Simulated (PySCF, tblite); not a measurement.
# C4H2FO2 radical: geometry, infrared bands and EPR parameters

Aim: predict the infrared bands and EPR parameters of C4H2FO2 radical (`Oc1c[c]oc1F`).

Programs: tblite 0.8.0 and PySCF 2.14.0, with density-fitted response routines of our own. Each step states its level of theory. These are calculated values for one molecule in the gas phase, unless marked as measured. Atoms are numbered from 0 throughout.

### Step 1. The starting structure

9 atoms, charge 0, multiplicity 2; geometry from: force field or distance geometry start.

Bonds of the start (Å): O0–C1 1.36, C1–C2 1.40, C2–C3 1.39, C3–O4 1.36, O4–C5 1.36, C5–F6 1.35, C5–C1 1.37, O0–H7 0.98, C2–H8 1.08.

### Step 2. Geometry optimisation with GFN2-xTB

The job: settings as JSON, then the geometry in Å.

```
{"job": {"kind": "relax", "xc": "GFN2-xTB", "basis": "xTB"}, "charge": 0, "multiplicity": 2}
O      1.494800    -0.818600    -0.467100
C      0.307300    -0.285500    -0.087800
C     -0.878900    -0.987600     0.154900
C     -1.808500    -0.019900     0.521100
O     -1.230600     1.207800     0.549100
C      0.062000     1.038400     0.166000
F      0.972600     2.025500     0.054300
H      2.162200    -0.107200    -0.547000
H     -1.067300    -2.046900     0.058500
```

The run is started by

```
OMP_NUM_THREADS=1 python probes_run.py task.json out
```

This one command runs all jobs of the session in turn.

**Question.** This job is followed by: GFN2-xTB harmonic vibrations, gas phase; UKS B3LYP, pcH-1 on C F H O, non-relativistic, mean-field spin-orbit, GIAO. Predict these results of the whole session: strongest single infrared mode (GFN2-xTB); zero-point energy (GFN2-xTB); g(iso) (B3LYP); ⟨S²⟩; largest a(iso); potential on the surface of density 0.002 e/bohr³, 1st and 99th percentile.

**Answer**, as computed:

| quantity | value |
| --- | --- |
| strongest single infrared mode (GFN2-xTB) | 1185 cm⁻¹, 544 km/mol |
| zero-point energy (GFN2-xTB) | 32.1 kcal/mol |
| g(iso) (B3LYP) | 2.00194 |
| ⟨S²⟩ | 0.758 (exact 0.75) |
| largest a(iso) | 13C on C3, 642.8 MHz |
| potential on the surface of density 0.002 e/bohr³, 1st and 99th percentile | -0.90 V and 2.81 V |

Over 31 steps the energy fell by 0.171 eV; of the close pairs, C2–C3 changed most, 1.391 to 1.352 Å. No mode is imaginary among the 21: a minimum at this level. The strongest single mode, at 1185 cm⁻¹, is spread over several atoms, H7, O0, C5, O4 among them. Unscaled tight-binding wavenumbers are off by several per cent, some by more. Its intensities can rank the bands wrongly. C3 carries the largest spin population, 0.95 e. The isotropic g lies 0.4 ppt below the free-electron value. These values are for one conformer; the search (at its own cheap level) found 1 more, at 0.09 kcal/mol, and measured spectra average over such forms.
